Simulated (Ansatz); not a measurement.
# AlClFH5O3: the cost of one run

Method: UKS PBE0/STO-3G, in Ansatz 0.2.0.

### Step 1. The system as given

Bond lengths: Al1–Cl2 2.601 Å, Al1–O3 1.630 Å, Al1–O4 1.633 Å, Al1–F6 2.111 Å, O3–H9 0.943 Å, O4–H10 0.943 Å, O8–H11 0.960 Å. Angles: Cl2–Al1–O3 108.2°, Cl2–Al1–O4 102.3°, Cl2–Al1–F6 89.4°, O3–Al1–O4 133.8°, O3–Al1–F6 109.2°, O4–Al1–F6 104.9°, Al1–O3–H9 161.1°, Al1–O4–H10 160.6°.

Coordinates:

```xyz
11

Al   -0.4245   -1.1542   -0.1630
Cl    1.5749    0.0551   -1.3065
O     0.1623   -2.4204    0.6795
O    -1.6120   -0.9865   -1.2708
H     0.0922    1.4255    0.9779
F    -0.6543    0.4958    1.1334
H     1.4100    1.4513   -0.2604
O     0.9235    2.2913    0.5581
H     0.5385   -2.9302    1.3777
H    -2.4265   -1.1155   -1.7289
H     0.4159    2.8879    0.0029
```

### Step 2. Run 1

150 steps of 0.5 fs at constant energy, with velocities drawn for 300 K.

Contents of input.yaml:

```yaml
crystal:
  periodic: [false, false, false]
  atoms:
    - { symbol: Al, position_ang: [-0.4245, -1.1542, -0.163] }
    - { symbol: Cl, position_ang: [1.5749, 0.0551, -1.3065] }
    - { symbol: O, position_ang: [0.1623, -2.4204, 0.6795] }
    - { symbol: O, position_ang: [-1.612, -0.9865, -1.2708] }
    - { symbol: H, position_ang: [0.0922, 1.4255, 0.9779] }
    - { symbol: F, position_ang: [-0.6543, 0.4958, 1.1334] }
    - { symbol: H, position_ang: [1.41, 1.4513, -0.2604] }
    - { symbol: O, position_ang: [0.9235, 2.2913, 0.5581] }
    - { symbol: H, position_ang: [0.5385, -2.9302, 1.3777] }
    - { symbol: H, position_ang: [-2.4265, -1.1155, -1.7289] }
    - { symbol: H, position_ang: [0.4159, 2.8879, 0.0029] }
magnetization:
  spin_polarized: true
basis:
  gaussian: { orbitals: STO-3G }
hamiltonian:
  xc: pbe0
md:
  timestep: 0.5
  n_steps: 150
  ensemble: nve
  temperature: 300.0
  initial_velocities: maxwell_boltzmann
  seed: 13871
```

The run is started by

```bash
ansatz run input.yaml --threads 1 --pin off --max-ram 2048MiB --backend cpu --events-out ev --progress --plain --runs-dir out
```

Q: Estimate wall time and peak memory on 1 thread of AMD EPYC 7R43 (Zen 3), shared host.

About 12 min, with a peak of 0.18 GiB.
